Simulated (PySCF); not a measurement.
# C3H8Si: the cost of one run

Computed with PySCF 2.14.0, with density-fitted response routines of our own, on a single molecule in the gas phase. Atoms count from 0, in the outputs and in this text.

## Step 1: Starting geometry

12 atoms, charge 0, multiplicity 1; geometry from: GFN2-xTB. The atoms were then displaced at random by about 0.01 Å, so the start is not that level's minimum.

Bonds of the start (Å): C0–C1 1.30, C1–C2 1.51, C1–Si3 1.92, C0–H4 1.08, C0–H5 1.11, C2–H6 1.11, C2–H7 1.06, C2–H8 1.06, Si3–H9 1.44, Si3–H10 1.46, Si3–H11 1.46.

## Step 2: Optimising the geometry at PBE0-D3(BJ)/def2-SVP

The job: settings as JSON, then the geometry in Å.

```
{"job": {"xc": "PBE0", "basis": "def2-SVP", "d3": "d3bj", "grid": 1, "shake": 0.01, "kind": "geom"}, "charge": 0, "multiplicity": 1}
C     -0.617600     1.415050     0.386340
C     -0.207160     0.216650     0.095390
C     -1.086400    -0.985080     0.314530
Si     1.553510    -0.104790    -0.610190
H     -0.032290     2.308930     0.214210
H     -1.627830     1.626690     0.783940
H     -0.570400    -1.671140     1.015880
H     -2.022810    -0.702130     0.724140
H     -1.218880    -1.511280    -0.595210
H      2.238000     1.152960    -0.759430
H      1.376550    -0.783350    -1.894060
H      2.255000    -0.990770     0.315440
```

Run with:

```console
$ OMP_NUM_THREADS=1 python probes_run.py task.json out
```

The driver reads the jobs from task.json and runs them one after another.

**Question.** How long does this first job take on 1 thread of Arm Neoverse V2, shared host, and how much memory does it need?

About 14 s, with a peak of 0.41 GiB.
